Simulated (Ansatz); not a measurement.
# CH5BFN (SMILES CB(N)F): BLYP/cc-pVDZ

Aim: the vertical singlet–triplet gap of CH5BFN at BLYP/cc-pVDZ, from 2 runs. 

Program for the calculation: Ansatz 0.2.0.

126 further runs of the same task are left out: 126 set aside as unsound or not needed.

### 1 The molecule

The species is CH5BFN (9 atoms), meant as a singlet with charge 0. SMILES: `CB(N)F`. The shape is that of a PBE0-D4/def2-TZVP optimisation.

Bond lengths: C1–B2 1.566 Å, B2–N3 1.396 Å, B2–F4 1.347 Å, C1–H5 1.094 Å, C1–H6 1.091 Å, C1–H7 1.094 Å, N3–H8 1.006 Å, N3–H9 1.003 Å. Some angles: C1–B2–N3 124.5°, C1–B2–F4 118.6°, N3–B2–F4 116.9°, B2–C1–H5 110.2°, B2–C1–H6 113.8°, B2–C1–H7 110.2°, B2–N3–H8 122.4°, B2–N3–H9 123.0°, H5–C1–H6 108.1°, H5–C1–H7 106.2°.

### 2 The energy at BLYP/cc-pVDZ

The input, input.yaml:

```yaml
crystal:
  periodic: [false, false, false]
  atoms:
    - {symbol: C, position_ang: [-0.428400, 0.964700, -0.539000]}
    - {symbol: B, position_ang: [0.098200, -0.482300, -0.251400]}
    - {symbol: N, position_ang: [0.546200, -0.928100, 0.993800]}
    - {symbol: F, position_ang: [0.128500, -1.370900, -1.263800]}
    - {symbol: H, position_ang: [0.176600, 1.438400, -1.318100]}
    - {symbol: H, position_ang: [-0.424000, 1.616300, 0.336600]}
    - {symbol: H, position_ang: [-1.450400, 0.924300, -0.928000]}
    - {symbol: H, position_ang: [0.878700, -1.865200, 1.143700]}
    - {symbol: H, position_ang: [0.563100, -0.343500, 1.809000]}
basis:
  gaussian: {orbitals: cc-pVDZ}
accuracy: high
output: {orbitals: {seedname: orbitals}}
hamiltonian: {xc: {name: BLYP}}
```

On the command line:

```
$ ansatz run input.yaml --threads 1 --pin off --max-ram 3480MiB --events-out events.jsonl --progress --plain --runs-dir runs
```

The program printed:

```text
Warning: RAYON_NUM_THREADS=1 ignored (pool sized by the plan → 1); use --threads N
Functional definition: BLYP
  name "BLYP"
  parameter beta = 0.0042
  parameter a = 0.04918
  parameter b = 0.132
  parameter c = 0.2533
  parameter d = 0.349
  exchange = b88_x(beta = beta)
  correlation = lyp_c(a = a, b = b, c = c, d = d)
1903 factors; integrals over basis functions are off by at most 3.3e-9 eV
mean field evaluation 1: about -5989.9070 eV, gradient 7.9e1 eV
mean field evaluation 2: about -5967.9986 eV, gradient 1.2e2 eV
mean field evaluation 4: about -6002.9434 eV, gradient 8.8e0 eV
mean field evaluation 8: about -6003.0785 eV, gradient 6.3e-1 eV
mean field evaluation 16: about -6003.0792 eV, gradient 1.3e-5 eV
mean field -6003.07921440 eV, -220.6090920961 hartree, gradient 9.0e-8 eV, S^2 0.000000; 0 other end points of the search recorded, 0 dependent functions left out
reference -6003.07926576 eV, -220.6090939835 hartree; 16, 16 occupied and 65, 65 virtual orbitals, 1903 factors
Total energy: -6003.07926576 eV, -220.6090939835 hartree
```

It took 5.1 s on 1 thread of Arm Neoverse V1, shared host; peak memory 0.2 GiB.

### 3 The triplet

The input, run.yaml:

```yaml
crystal:
  periodic: [false, false, false]
  atoms:
    - {symbol: C, position_ang: [-0.428400, 0.964700, -0.539000]}
    - {symbol: B, position_ang: [0.098200, -0.482300, -0.251400]}
    - {symbol: N, position_ang: [0.546200, -0.928100, 0.993800]}
    - {symbol: F, position_ang: [0.128500, -1.370900, -1.263800]}
    - {symbol: H, position_ang: [0.176600, 1.438400, -1.318100]}
    - {symbol: H, position_ang: [-0.424000, 1.616300, 0.336600]}
    - {symbol: H, position_ang: [-1.450400, 0.924300, -0.928000]}
    - {symbol: H, position_ang: [0.878700, -1.865200, 1.143700]}
    - {symbol: H, position_ang: [0.563100, -0.343500, 1.809000]}
basis:
  gaussian:
    orbitals: cc-pVDZ
magnetization:
  spin_polarized: true
  initial_magnetization: 2
accuracy: high
output: {orbitals: {seedname: orbitals}}
hamiltonian:
  xc: {name: BLYP}
```

On the command line:

```
$ ansatz run run.yaml --threads 1 --pin off --max-ram 3480MiB --events-out events.jsonl --progress --plain --runs-dir runs
```

The program printed, shortened:

```text
Warning: RAYON_NUM_THREADS=1 ignored (pool sized by the plan → 1); use --threads N
Functional definition: BLYP
  name "BLYP"
[...]
1903 factors; integrals over basis functions are off by at most 3.3e-9 eV
[...]
mean field -5995.92700888 eV, -220.3462533909 hartree, gradient 2.3e-8 eV, S^2 2.002751; 8 other end points of the search recorded, 0 dependent functions left out
reference -5995.92706309 eV, -220.3462553831 hartree; 17, 15 occupied and 64, 66 virtual orbitals, 1903 factors
Total energy: -5995.92706309 eV, -220.3462553831 hartree
```

Run time: 29 s. Hardware: 1 thread of Arm Neoverse V1, shared host; peak memory 0.27 GiB.

### 4 What came out

At BLYP/cc-pVDZ:

| quantity | value |
| --- | --- |
| singlet: total energy | -220.60909 Eh |
| singlet: HOMO energy | -6.30 eV |
| singlet: LUMO energy | 0.89 eV |
| singlet: HOMO–LUMO gap | 7.18 eV |
| triplet: total energy | -220.34626 Eh |
| triplet: HOMO energy (highest over α and β) | -0.27 eV |
| triplet: ⟨S²⟩ | 2.003 |
| vertical energy of the triplet above the singlet | 7.152 eV |

At this shape the triplet lies 7.15 eV (165 kcal/mol) above the singlet.
